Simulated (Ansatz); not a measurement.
# Cl2H4OSi2: the cost of one run

Method: PBE0-D4, def2-SVP first, then def2-TZVP; program: Ansatz 0.2.0, Gaussian basis.

114 further runs of the same task are left out: 114 set aside as unsound or not needed. Runs told in other sessions of the task aren't counted.

### 1 The starting structure

The guess: 9 atoms, charge 0, spin multiplicity 1.

Atoms are counted from 1 here; the program's logs count them from 0.

Bond lengths: Si1–O3 1.566 Å, Si1–Cl5 2.009 Å, Si1–Cl6 2.010 Å, Si2–H7 1.461 Å, Si2–H8 1.463 Å, Si2–H9 1.460 Å. Angles: O3–Si1–Cl5 118.0°, O3–Si1–Cl6 117.8°, Cl5–Si1–Cl6 108.7°, H7–Si2–H8 108.8°, H7–Si2–H9 106.7°, H8–Si2–H9 105.6°.

Geometry (Å):

```
Si   -0.77200   -1.01870   -0.18900
Si    0.70840    1.01870    0.24900
O     0.04650   -1.54430   -1.41670
H     0.69970   -0.40270   -0.99830
Cl   -2.63450   -0.34010   -0.51800
Cl   -0.77940   -2.13740    1.48130
H     0.40950    2.16370   -0.60810
H     2.15770    0.93290    0.43150
H     0.16400    1.32800    1.56840
```

Distances that are to change: Si2–H4 1.89 Å, Si1–Si2 2.56 Å, O3–H4 1.38 Å.

### 2 Constrained relaxation of the guess

Contents of hold/in.yaml:

```yaml
crystal:
  periodic: [false, false, false]
  atoms:
    - {symbol: Si, position_ang: [-0.772000, -1.018700, -0.189000]}
    - {symbol: Si, position_ang: [0.708400, 1.018700, 0.249000]}
    - {symbol: O, position_ang: [0.046500, -1.544300, -1.416700]}
    - {symbol: H, position_ang: [0.699700, -0.402700, -0.998300]}
    - {symbol: Cl, position_ang: [-2.634500, -0.340100, -0.518000]}
    - {symbol: Cl, position_ang: [-0.779400, -2.137400, 1.481300]}
    - {symbol: H, position_ang: [0.409500, 2.163700, -0.608100]}
    - {symbol: H, position_ang: [2.157700, 0.932900, 0.431500]}
    - {symbol: H, position_ang: [0.164000, 1.328000, 1.568400]}
basis:
  gaussian: {orbitals: def2-SVP}
hamiltonian: {xc: pbe0, dispersion: d4}
relax: {f_tol: 0.04, max_steps: 150, escape_saddle: false, constraints: [{distance: [1, 3]}, {distance: [0, 1]}, {distance: [2, 3]}]}
```

Command:

```bash
$ ansatz run in.yaml --threads 8 --pin off --events-out ev --progress --plain --max-ram 19148MiB
```

**Question.** How long does this run take on 8 threads of Intel Xeon 6975P-C, shared host?

About 11 s.
